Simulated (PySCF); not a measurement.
# [TlS2]−: other functionals and bases at one geometry

One table from this session's results is given with a row withheld; the runs are named, their logs left out.

The runs use PySCF 2.14.0; several levels, as the steps say, no spin–orbit coupling.

3 further runs of the same task are left out: 2 for a known fault of the program, 1 that didn't finish.

## The starting structure

3 atoms, charge -1, spin multiplicity 1.

Bond lengths: Tl1–S2 2.337 Å, Tl1–S3 2.337 Å. Angles: S2–Tl1–S3 180.0°.

As a file:

```xyz
3

Tl    0.00000    0.00000    0.00000
S     0.00000    0.00000    2.33666
S     0.00000    0.00000   -2.33666
```

Formal oxidation states: Tl +3. An earlier session relaxed this geometry at PBE, Tl def2-SVP with ECP60, S def2-SVP (singlet, point group D∞h).

At PBE on the finer grid: E = -968.449326 Eh, HOMO -0.26 eV, LUMO 2.40 eV, Mulliken charge on Tl1 -0.06 e, largest force component 0.004 eV/Å. 

Levels to run: TPSSh; r2SCAN; BP86; wB97X; PBE, TZVP; PBE, x2c-SVP. Hardware: 2 threads of Arm Neoverse V1, shared host.

The first run:

File run.py (the lines that set the calculation):

```python
mol = gto.M(atom='''
Tl     0.00000     0.00000     0.00000
S      0.00000     0.00000     2.33666
S      0.00000     0.00000    -2.33666''',
    basis={'Tl': 'def2-SVP', 'S': 'def2-SVP'},
    ecp={'Tl': 'def2-SVP'},
    charge=-1, spin=0)
mf = dft.RKS(mol, xc='TPSSH')
mf.grids.atom_grid = (75, 302)
mf = mf.density_fit()  # fitting sets: Tl def2-universal-JKFIT, S def2-universal-JKFIT
mf.conv_tol = 1e-08; mf.max_cycle = 55
mf.kernel(dm0)  # dm0: the density of the relaxed state
```

On the command line:

```sh
$ OMP_NUM_THREADS=2 python run.py
```

Steps of the session up to this table: TPSSh; r2SCAN; BP86; wB97X; PBE, TZVP; PBE, x2c-SVP.

One of the session's tables, all rows but one given; the rest of the session is left out.

| level | HOMO (eV) | gap (eV) | charge on Tl1 (e) | largest force component (eV/Å) |
| --- | --- | --- | --- | --- |
| PBE (relaxed here) | -0.26 | 2.66 | -0.06 | 0.00 |
| TPSSh | -0.80 | 3.59 | 0.06 | 0.20 |
| r2SCAN | -0.54 | 3.01 | 0.04 | 0.27 |
| BP86 | -0.36 | 2.63 | -0.07 | 0.06 |
| wB97X | -3.52 | 8.72 | 0.07 | 0.72 |
| PBE, TZVP | ? | ? | ? | ? |
| PBE, x2c-SVP | -0.20 | 2.65 | 0.04 | 0.32 |

**Question.** Estimate the row for PBE, TZVP.

As computed: HOMO (eV): -0.72; gap (eV): 2.68; charge on Tl1 (e): 0.34; largest force component (eV/Å): 0.43. In the column «HOMO (eV)» it lies between TPSSh (-0.80) and r2SCAN (-0.54).

In one basis the HOMO–LUMO gap runs from 2.63 eV (BP86) to 8.72 eV (wB97X). The largest leftover force, 0.72 eV/Å with wB97X, stands at a geometry relaxed at another level. Total energies of different levels can't be compared.
